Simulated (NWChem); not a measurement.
# One shape, several levels: SiHCl3 (trichlorosilane)

We compute a comparison of 6 runs (HF/STO-3G, r2SCAN/def2-SVPD, B3LYP/6-31G*, M06-2X/def2-SVPD, PBE0/def2-SVPD, CCSD(T)/def2-SVPD) of SiHCl3 (trichlorosilane). 

The results are computed with NWChem 7.3.0.

## Step 1: The molecule

The species is SiHCl3 (5 atoms), meant as a singlet with charge 0. SMILES: `Cl[SiH](Cl)Cl`. The Si2–Cl3 distance was set to 3.653 Å, away from the relaxed value. At this shape a bond of the SMILES string is far longer than usual.

Bond lengths: Cl1–Si2 2.030 Å, Si2–Cl4 2.030 Å, Si2–H5 1.469 Å. Angles: Cl1–Si2–Cl4 109.5°, Cl1–Si2–H5 109.5°, Cl4–Si2–H5 109.4°. A long bond or contact: Si2–Cl3 3.653 Å.

## Step 2: The energy at HF/STO-3G (run 1)

sp.nw reads:

```
start sp
title "Cl3HSi"
memory 2200 mb

geometry noautosym nocenter noautoz
  Cl     1.611732    -2.128501     1.345252
  Si    -0.160498    -1.569761     0.528812
  Cl     0.017700     1.933700    -0.491290
  Cl    -0.555218    -2.727591    -1.090818
  H     -1.230508    -1.736131     1.521522
end

basis spherical bse
  Cl library STO-3G
  Si library STO-3G
  H library STO-3G
end

scf
  singlet
  rhf
  thresh 1e-08
  maxiter 80
  noprint "final vectors analysis"
end

task scf energy
```

Started as:

```bash
$ nwchem sp.nw > sp.out
```

What it wrote:

```text
[...]
  functions       =    37
[...]
  wavefunction    = RHF
[...]
         Total SCF energy =  -1649.844303042587
      One-electron energy =  -2850.891838022801
      Two-electron energy =    918.371344589543
 Nuclear repulsion energy =    282.676190390672
        Time for solution =      1.7s
[...]
```

Run time: 2.3 s. Hardware: 1 thread of Intel Xeon 6975P-C (Granite Rapids), shared host; peak memory 0.1 GiB.

## Step 3: A single-point energy at r2SCAN/def2-SVPD (run 2)

a.nw reads:

```
start a
title "Cl3HSi energy"
memory 2200 mb
charge 0

geometry units angstroms noautosym nocenter noautoz
Cl     1.611732    -2.128501     1.345252
Si    -0.160498    -1.569761     0.528812
Cl     0.017700     1.933700    -0.491290
Cl    -0.555218    -2.727591    -1.090818
H     -1.230508    -1.736131     1.521522
end

basis spherical bse
* library def2-SVPD
end

dft
xc r2scan
grid fine
convergence energy 1e-08
maxiter 100
mulliken
print low
end

task dft energy
```

Started as:

```bash
$ nwchem a.nw > a.out
```

What it wrote:

```text
[...]
 d= 0,ls=0.0,diis     1  -1669.9007099484 -1.95D+03  5.38D-02  8.52D-01     3.0
[...]
 d= 0,ls=0.0,diis    14  -1670.0886683085 -6.91D-10  4.91D-07  6.67D-10    30.3
         Total DFT energy =    -1670.088668308514
      One electron energy =    -2868.735324130972
           Coulomb energy =     1021.749624629143
    Exchange-Corr. energy =     -105.779159197356
 Nuclear repulsion energy =      282.676190390672
[...]
      Total Density - Mulliken Population Analysis
     ---------------------------------------------
    Atom       Charge   Shell Charges
 -----------   ------   -------------------------------------------------------
    1 Cl  17    17.38   2.00  1.99  1.27  0.70  0.03  5.93  2.14  3.10  0.18  0.02  0.03
    2 Si  14    12.93   2.00  1.98  1.13 -0.09 -0.04  5.93  1.08  0.69  0.27 -0.02
    3 Cl  17    17.42   2.00  1.99  1.27  0.71  0.04  5.93  2.08  3.12  0.28  0.00  0.00
    4 Cl  17    17.38   2.00  1.99  1.27  0.70  0.03  5.93  2.14  3.10  0.18  0.02  0.03
    5 H    1     0.88   0.72  0.12  0.01  0.03
[...]
```

Run time: 31 s. Hardware: 1 thread of Intel Xeon 6975P-C (Granite Rapids), shared host; peak memory 0.12 GiB.

Runs 3 to 4 aren't shown in full; the table further down has their settings and results.

## Step 4: The energy at PBE0/def2-SVPD (run 5)

run.py reads:

```python
from ase import Atoms
from ase.calculators.nwchem import NWChem

system = Atoms('ClSiClClH', positions=[
    [1.611732, -2.128501, 1.345252],
    [-0.160498, -1.569761, 0.528812],
    [0.017700, 1.933700, -0.491290],
    [-0.555218, -2.727591, -1.090818],
    [-1.230508, -1.736131, 1.521522],
])

calc = NWChem(
    label='geom',
    theory='dft',
    memory='2200 mb',
    basis='def2-SVPD',
    basispar='spherical bse',
    dft={'xc': 'pbe0', 'mult': '1', 'grid': 'fine', 'convergence': 'energy 1e-08', 'iterations': '100', 'mulliken': None},
    task='energy',
)
system.calc = calc

print(f"energy = {system.get_potential_energy():.6f} eV")
print("dipole (e A):", system.get_dipole_moment().round(4))
```

Started as:

```bash
$ export ASE_NWCHEM_COMMAND="nwchem PREFIX.nwi > PREFIX.nwo"
$ python run.py
```

What it wrote:

```text
energy = -45432.588733 eV
dipole (e A): [-0.1314 -1.3747  0.455 ]
```

The calculator wrote geom.nwi:

```
title "geom"

permanent_dir geom

scratch_dir geom

start geom

geometry units angstrom nocenter noautosym noautoz
  Cl 1.6117319999999999e+00 -2.1285010000000000e+00 1.3452519999999999e+00
  Si -1.6049800000000000e-01 -1.5697610000000000e+00 5.2881199999999995e-01
  Cl 1.7700000000000000e-02 1.9337000000000000e+00 -4.9129000000000000e-01
  Cl -5.5521799999999999e-01 -2.7275909999999999e+00 -1.0908180000000001e+00
  H  -1.2305079999999999e+00 -1.7361310000000001e+00 1.5215220000000000e+00
end

memory 2200 mb

basis spherical bse noprint
   * library def2-SVPD
end

dft
  xc pbe0
  mult 1
  grid fine
  convergence energy 1e-08
  iterations 100
  mulliken
end

task dft energy
```

geom.nwo, shortened:

```text
[...]
      One electron energy =    -2868.793390204930
[... 1 line left out ...]
    Exchange-Corr. energy =     -105.311552904284
[... 6 lines left out ...]
                       DFT Final Molecular Orbital Analysis
[... 829 lines left out ...]
    Atom       Charge   Shell Charges
[...]
```

Run time: 20 s. Hardware: 1 thread of Intel Xeon 6975P-C (Granite Rapids), shared host; peak memory 0.12 GiB.

## Step 5: The energy at CCSD(T)/def2-SVPD (run 6)

cl3hsi.nw reads:

```
start cl3hsi
title "Cl3HSi energy"
memory stack 880 mb heap 220 mb global 1100 mb

geometry units angstroms noautosym nocenter noautoz
Cl    1.611732   -2.128501    1.345252
Si   -0.160498   -1.569761    0.528812
Cl    0.017700    1.933700   -0.491290
Cl   -0.555218   -2.727591   -1.090818
H    -1.230508   -1.736131    1.521522
end

basis spherical bse
* library def2-SVPD
end

scf
thresh 1e-08
maxiter 80
end

ccsd
freeze core 20
maxiter 60
end

task ccsd(t) energy
```

Started as:

```bash
$ nwchem cl3hsi.nw > cl3hsi.out
```

What it wrote:

```text
[...]
  functions       =   113
[...]
  wavefunction    = RHF
[...]
         Total SCF energy =  -1667.494598672545
      One-electron energy =  -2867.722994211700
      Two-electron energy =    917.552205148483
 Nuclear repulsion energy =    282.676190390672
        Time for solution =     19.3s
[...]
 Total MP2 energy:          -1668.038851398099268
[...]
             energy      energy      error      ampl     ampl      Block
                                                time     time      time
[...]
 Total CCSD energy:          -1668.084833685212743
[...]
 Total CCSD+T(CCSD) energy:          -1668.115863166665349
[...]
 Total CCSD(T) energy:               -1668.112598486434763
[...]
```

It took 5.6 min on 1 thread of Intel Xeon 6975P-C (Granite Rapids), shared host; peak memory 0.39 GiB.

## Step 6: The series

```csv
run,level,iteration cap,module,energy (Eh),dipole moment (D),wall time
1,HF/STO-3G,80,scf,-1649.844303,6.10,2.3 s
2,r2SCAN/def2-SVPD,100,dft,-1670.088668,–,31 s
3,B3LYP/6-31G* (Cartesian functions),100,dft,-1670.688309,6.30,19 s
4,M06-2X/def2-SVPD,100,dft,-1670.129447,7.42,1.9 min
5,PBE0/def2-SVPD,100,dft,-1669.616854,6.98,20 s
6,CCSD(T)/def2-SVPD,80,ccsd(t),-1668.112598,–,5.6 min
```

## Step 7: Outcome

| quantity | value |
| --- | --- |
| run 6: total energy | -1668.11260 Eh |
| run 6: HOMO energy (Hartree–Fock orbitals) | -9.67 eV |
| run 6: LUMO energy (Hartree–Fock orbitals) | -2.61 eV |
| run 6: HOMO–LUMO gap (Hartree–Fock orbitals) | 7.07 eV |
| run 6: correlation energy (20 core orbitals frozen) | -618.0 mEh |
| run 6: (T) correction | -27.76 mEh |

Over runs 1, 3, 4, 5 the dipole moment (its size) runs from 6.10 D (HF/STO-3G) to 7.42 D (M06-2X/def2-SVPD). The two ends differ in method and basis. Totals of different functionals can't be ranked against each other. In run 1 the basis is minimal, so the values are rough. In runs 1, 2, 3, 4, 5, 6 a closed-shell determinant meets a far-stretched bond, which it describes badly. All runs together took 8.7 min, the longest 5.6 min.
